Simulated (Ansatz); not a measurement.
NbSeN:

```
CELL_PARAMETERS angstrom
3.67250 0.00000 0.00000
0.00000 3.67250 0.00000
0.00000 0.00000 6.37816
ATOMIC_POSITIONS crystal
Nb 0.00000 0.50000 0.82697
Nb 0.50000 0.00000 0.17303
Se 0.00000 0.50000 0.38148
Se 0.50000 0.00000 0.61852
N 0.00000 0.00000 0.00000
N 0.50000 0.50000 0.00000
```

The cell comes from a database or a generator and needn't be the stable form of this composition.

Base run:

- Program: Ansatz 0.2.0
- Functional: PBE
- Potentials or basis: Ansatz PAW
- Cutoff: 420 eV
- Density cutoff: 1680 eV
- k mesh: 7 × 7 × 4
- Occupations: fermi-dirac, width 0.05 eV
- Spin: no spin polarisation

Its results: band gap on the k mesh none (metal or under the smearing width); pressure -3.1 GPa; largest force 0.498 eV/Å.

Task: The run is repeated on the same cell with these changes: functional from PBE to r2SCAN; cutoff from 420 eV to 500 eV; density cutoff from 1680 eV to 2000 eV. What comes out?

Result: Band gap on the k mesh none (metal or under the smearing width); pressure -4.9 GPa; largest force 0.477 eV/Å.

Caveats: the PAW data sets come from PBE, with cores solved anew for the run's functional, which leaves a small shift of forces and pressure (some runs); the density of states is complete only up to the lowest level of the last band computed (some runs).

Not every run made on this cell is shown here.
